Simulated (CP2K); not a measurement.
The system is GdO.

```
Gd O
1.0
     3.81838    0.00000    0.00000
     1.90919    3.30681    0.00000
     1.90919    1.10227    3.11769
Gd O
1 1
Direct
  0.00000 0.00000 0.00000
  0.75000 0.75000 0.75000
```

Program: CP2K 2026.2. Alike in all runs: task band structure; spin collinear, ferromagnetic start; cell as given; k mesh 9 × 9 × 9.

Order these runs on this cell by their pressure, lowest first.
A. level PBEsol; potentials or basis GTH_POTENTIALS Gd GTH-PBE-q18; POTENTIAL_UZH O GTH-PBE-q6; DZVP-MOLOPT-SR-GTH, DZVP-MOLOPT-PBE-GTH basis; smearing fermi-dirac 0.1 eV; NGRIDS 5; points a segment of the path (NPOINTS) 10; bands added on the path 6; CUTOFF of the grids 600 Ry
B. level r2SCAN; potentials or basis POTENTIAL_UZH Gd GTH-SCAN-q18, O GTH-SCAN-q6; DZVP-MOLOPT-SR-GTH, DZVP-MOLOPT-SCAN-GTH basis; smearing fermi-dirac 0.1 eV; NGRIDS 4; points a segment of the path (NPOINTS) 8; bands added on the path 2; CUTOFF of the grids 850 Ry
C. level LDA; potentials or basis GTH_POTENTIALS Gd GTH-PADE-q18, O GTH-PADE-q6; DZVP-MOLOPT-SR-GTH, DZVP-MOLOPT-PBE-GTH basis; smearing fermi-dirac 0.05 eV; NGRIDS 4; points a segment of the path (NPOINTS) 10; bands added on the path 2; CUTOFF of the grids 600 Ry

C (-6.5 GPa), A (-3.0 GPa), B (-1.4 GPa).

Caveats: the basis of atomic orbitals isn't converged, which shifts pressures, moduli and gaps; the total moment is fixed, so each spin has its own Fermi level; a cell with one magnetic atom can't hold antiferromagnetic order, which such compounds often take; the potentials were made for another functional, which shifts forces and pressure (some runs).

Runs at the PBE level aren't shown here.
